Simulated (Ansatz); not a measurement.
# HfSnSe4: the cost of one run

Method: DFT r2SCAN, scalar-relativistic, plane waves, PAW, in Ansatz 0.2.0.

1 further run of the same task is left out (set aside as unsound or not needed).

### Step 1. The structure to begin with

The structure is trigonal, space group P-3m1 (No. 164). The conventional cell has a = 3.821 Å, b = 3.821 Å, c = 14.109 Å, α = 90.00°, β = 90.00°, γ = 120.00°. Around Hf (site symmetry -3m) lie 6 Se at 2.70 Å. Around Sn (site symmetry -3m) lie 6 Se at 2.73 Å. Se (site symmetry 3m) has 3 Sn at 2.73 Å as nearest neighbours. Se (site symmetry 3m) has 3 Hf at 2.70 Å as nearest neighbours.

Structure file:

```cif
data_structure
_symmetry_space_group_name_H-M 'P 1'
_symmetry_Int_Tables_number 1
_cell_length_a 3.8207
_cell_length_b 3.8207
_cell_length_c 14.1092
_cell_angle_alpha 90.000
_cell_angle_beta 90.000
_cell_angle_gamma 120.000
_cell_volume 178.37
loop_
_atom_site_label
_atom_site_type_symbol
_atom_site_fract_x
_atom_site_fract_y
_atom_site_fract_z
_atom_site_occupancy
Hf1 Hf 0.00000 0.00000 0.50000 1
Sn1 Sn 0.00000 0.00000 0.00000 1
Se1 Se 0.66667 0.33333 0.88580 1
Se2 Se 0.66667 0.33333 0.38976 1
Se3 Se 0.33333 0.66667 0.61024 1
Se4 Se 0.33333 0.66667 0.11420 1
```

It is the end of an earlier relaxation with the same method, from a generated guess; it needn't be the stable form of this composition. At a tolerance of 0.02 Å it has space group P-3m1 (No. 164); it has 29.73 Å³/atom, an uncorrected energy of -0.84 eV/atom over the elements and, on its mesh, gap 0.46 eV.

### Step 2. Level of theory: r2SCAN

File input.yaml:

```yaml
crystal:
  lattice:
    - [3.8207073603, 0.0, 0.0]
    - [-1.9103536801, 3.3088296344, 0.0]
    - [0.0, 0.0, 14.1091997]
  atoms:
    - { symbol: Hf, position: [0.0, 0.0, 0.5] }
    - { symbol: Sn, position: [0.0, 0.0, 0.0] }
    - { symbol: Se, position: [0.6666666667, 0.3333333333, 0.885802] }
    - { symbol: Se, position: [0.6666666667, 0.3333333333, 0.389763] }
    - { symbol: Se, position: [0.3333333333, 0.6666666667, 0.610237] }
    - { symbol: Se, position: [0.3333333333, 0.6666666667, 0.114198] }
basis:
  ecutwfc: 500
kpoints:
  mp_grid: { grid: [12, 12, 4] }
  band_path:
    path:
      - [[0.0, 0.0, 0.0], [0.5, 0.0, 0.0], [0.33333333, 0.33333333, 0.0], [0.0, 0.0, 0.0], [0.0, 0.0, 0.5], [0.5, 0.0, 0.5], [0.33333333, 0.33333333, 0.5], [0.0, 0.0, 0.5]]
      - [[0.5, 0.0, 0.5], [0.5, 0.0, 0.0]]
      - [[0.33333333, 0.33333333, 0.5], [0.33333333, 0.33333333, 0.0]]
    npoints: 14
hamiltonian:
  xc: r2scan
scf:
  occupations: { method: gaussian, width: 0.02 }
  n_extra_bands: 15
output:
  forces: true
  stress: true
  eigenvalues: true
  populations: true
  dos: { projected: true, de: 0.02, nscf_kmesh: { grid: [18, 18, 6] } }
  bader: true
  write_density: true
  write_potential: true
  elf: true
  volumetric_format: npy
```

Started as:

```sh
ansatz run input.yaml --threads 4 --pin off --max-ram 8192MiB --backend cpu --events-out ev --progress --plain --runs-dir out
```

What time and memory should one allow on 4 threads of Intel Xeon 6975P-C (Granite Rapids), shared host?

About 49 s, with a peak of 2.2 GiB.
